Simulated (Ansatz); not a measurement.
# PtSe (rocksalt): equation of state and elastic constants

The task here is to estimate one member of a computed series from the others.

Method: DFT PBEsol, scalar-relativistic, plane waves, PAW, in Ansatz 0.2.0.

4 further runs of the same task are left out: 1 that didn't finish, 3 set aside as unsound or not needed.

## Starting point

It takes space group Fm-3m (No. 225, cubic). Conventional cell: a = 5.212 Å, b = 5.212 Å, c = 5.212 Å, α = 90.00°, β = 90.00°, γ = 90.00°. Pt (site symmetry m-3m) is surrounded by 6 Se at 2.61 Å. Se (site symmetry m-3m) is surrounded by 6 Pt at 2.61 Å.

Structure file:

```
CELL_PARAMETERS angstrom
0.00000 2.60589 2.60589
2.60589 0.00000 2.60589
2.60589 2.60589 0.00000
ATOMIC_POSITIONS crystal
Pt 0.50000 0.50000 0.50000
Se 0.00000 0.00000 0.00000
```

This cell comes from an earlier session at PBEsol: 17.696 Å³/atom at -0.06 GPa, on a 10×10×10 mesh.

Volume factors to run: 0.980, 1.020, 0.960, 1.040.

The first run:

input.yaml

```yaml
crystal:
  lattice:
    - [0.0, 2.588399522, 2.588399522]
    - [2.588399522, 0.0, 2.588399522]
    - [2.588399522, 2.588399522, 0.0]
  atoms:
    - { symbol: Pt, position: [0.5, 0.5, 0.5], spin: 0.05 }
    - { symbol: Se, position: [0.0, 0.0, 0.0] }
basis:
  ecutwfc: 420
  ecutrho_ratio: 4
kpoints:
  mp_grid: { grid: [10, 10, 10] }
hamiltonian:
  xc: pbesol
scf:
  occupations: { method: gaussian, width: 0.05 }
output:
  forces: true
  stress: true
  eigenvalues: true
  populations: true
magnetization:
  spin_polarized: true
```

Command:

```console
> ansatz run input.yaml --threads 4 --pin off --max-ram 4096MiB --backend cpu --events-out ev --progress --plain --runs-dir out
```

Steps of the session up to this table: Volume × 0.980; Volume × 1.020; Volume × 0.960; Scaling the volume by 1.040.

One of the session's tables, all rows but one given; the rest of the session is left out.

It belongs to the step «The fit». 

```
volume (Å³/atom)  energy (meV/atom)  pressure (GPa)
          16.988              14.32            6.87
          17.342               3.33            3.19
          17.696               0.00           -0.06
          18.050                  ?               ?
          18.404              12.88           -5.44
```

**Question.** Estimate the row for volume (Å³/atom) = 18.050.

Worked estimate for «energy (meV/atom)». A straight line through the neighbours (17.696, 0.00) and (18.404, 12.88) gives 0.00 + (12.88 − 0.00) × (18.050 − 17.696) / (18.404 − 17.696) = 6.44; a parabola fitted to 3 rows on both sides gives 3.18.

As computed: energy (meV/atom): 3.47; pressure (GPa): -2.93. In «energy (meV/atom)» the line misses by +2.97 and the parabola by -0.29.

To keep in mind: Warnings in the runs' records: seeded moment not kept.
